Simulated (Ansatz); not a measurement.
A run of Ansatz 0.2.0:

File input:

```
crystal:
  lattice:
    - [0.0, 2.897844, 2.897844]
    - [2.897844, 0.0, 2.897844]
    - [2.897844, 2.897844, 0.0]
  atoms:
    - { symbol: Ge, position: [0.0, 0.0, 0.0] }
    - { symbol: Ga, position: [0.25, 0.25, 0.25] }
hamiltonian:
  xc: hf
  pseudopotentials: { kind: paw }
kpoints:
  mp_grid: { grid: [4, 4, 4] }
scf:
  occupations: { method: fermi_dirac, width: 0.05 }
output:
  forces: true
  stress: true
  eigenvalues: true
```

Hardware: 1 × NVIDIA H100 80GB HBM3 with 2 threads of AMD EPYC 7R13 Processor (Zen 3), with other jobs on the host.

Task: How long does it take, and how much memory?

Result: It took 14 s on 1 × NVIDIA H100 80GB HBM3 with 2 threads of AMD EPYC 7R13 Processor (Zen 3), with other jobs on the host, peak memory 1.7 GiB. Counts: scf iterations 45, plane waves 941, k points 8, bands 18.
